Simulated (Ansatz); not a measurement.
# H₂Se₂O (SMILES O[Se][SeH]): functionals against CCSD(T) at one geometry

An exercise on one series of results from a longer session: the logs are not shown, and one member is left open.

Method: single points in def2-TZVPP; program: Ansatz 0.2.0, Gaussian basis.

Correlated methods freeze the cores. Filled d shells of the heavier atoms are correlated.

**The system as given**

SMILES `O[Se][SeH]`, 5 atoms, charge 0, spin multiplicity 1.

Atoms are counted from 1 here; the program's logs count them from 0.

Bond lengths: O1–Se2 1.823 Å, O1–H4 0.949 Å, Se2–Se3 2.282 Å, Se3–H5 1.399 Å. Angles: Se2–O1–H4 109.4°, O1–Se2–Se3 101.7°, Se2–Se3–H5 100.3°.

Geometry (Å):

```xyz
5

O    -1.3199   -0.0450   -0.8176
Se   -0.3203   -1.0574    0.3216
Se    1.3409    0.3981    0.8955
H    -1.9395    0.4729   -0.3182
H     2.2709    0.1275   -0.1134
```

Set-up of the first run:

File run/in.yaml:

```yaml
crystal:
  periodic: [false, false, false]
  atoms:
    - {symbol: O, position_ang: [-1.319900, -0.045000, -0.817600]}
    - {symbol: Se, position_ang: [-0.320300, -1.057400, 0.321600]}
    - {symbol: Se, position_ang: [1.340900, 0.398100, 0.895500]}
    - {symbol: H, position_ang: [-1.939500, 0.472900, -0.318200]}
    - {symbol: H, position_ang: [2.270900, 0.127500, -0.113400]}
basis:
  gaussian: {orbitals: def2-TZVPP}
correlation: {method: ccsd_t}
output: {forces: true}
```

No record of the launch command was kept for these runs.

Among the steps run: CCSD(T)/def2-TZVPP; PBE0-D4/def2-TZVPP; wB97M-V/def2-TZVPP; r2SCAN-D4/def2-TZVPP; PBE-D4/def2-TZVPP; r2SCANh-D4/def2-TZVPP; SPW92/def2-TZVPP.

One of the session's tables, all rows but one given; the rest of the session is left out.

```
    method  RMS force component (eV/Å)  angle to CCSD(T) forces (°)  dipole (D)
   CCSD(T)                       0.762                    reference        0.81
   PBE0-D4                       0.816                          7.2        0.81
   wB97M-V                           ?                            ?           ?
 r2SCAN-D4                       0.817                          4.8        0.78
    PBE-D4                       0.975                         14.0        0.78
r2SCANh-D4                       0.782                          5.6        0.79
     SPW92                       0.996                         12.1        0.81
```

Q: Estimate the row for wB97M-V from the others.

As computed: RMS force component (eV/Å): 0.773; angle to CCSD(T) forces (°): 6.9; dipole (D): 0.84. In the column «RMS force component (eV/Å)» it lies between CCSD(T) (0.762) and r2SCANh-D4 (0.782).
